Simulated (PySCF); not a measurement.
# C5HNS (Isothiocyanate diacetylene): the cost of one run

The runs use PySCF 2.14.0, with density-fitted response routines of our own; the level of theory stands in each step. All values are computed, except where a source is named. Atoms count from 0, in the outputs and in this text.

**1. The starting structure**

8 atoms, charge 0, multiplicity 1; geometry from: GFN2-xTB. The atoms were then displaced at random by about 0.01 Å, so the start is not that level's minimum.

Bonds of the start (Å): C0–C1 1.23, C1–C2 1.36, C2–C3 1.16, C3–N4 1.31, N4–C5 1.20, C5–S6 1.54, C0–H7 1.04.

**2. Geometry optimisation at PBE0-D3(BJ)/def2-TZVP**

The job: settings as JSON, then the geometry in Å.

```
{"job": {"xc": "PBE0", "basis": "def2-TZVP", "d3": "d3bj", "grid": 2, "shake": 0.01, "kind": "geom"}, "charge": 0, "multiplicity": 1}
C      3.122020     0.222930     0.721710
C      1.929180     0.277080     0.407160
C      0.614360     0.310820     0.046380
C     -0.521250     0.375930    -0.203710
N     -1.776130     0.374510    -0.589690
C     -2.960560     0.552000    -0.603410
S     -4.482080     0.676290    -0.812380
H      4.129610     0.226140     0.981470
```

Started as:

```bash
> OMP_NUM_THREADS=1 python probes_run.py task.json out
```

The driver reads the jobs from task.json and runs them one after another.

**Question.** How long does this first job take on 1 thread of Arm Neoverse N1, shared host, and how much memory does it need?

About 5.6 min, with a peak of 0.82 GiB.
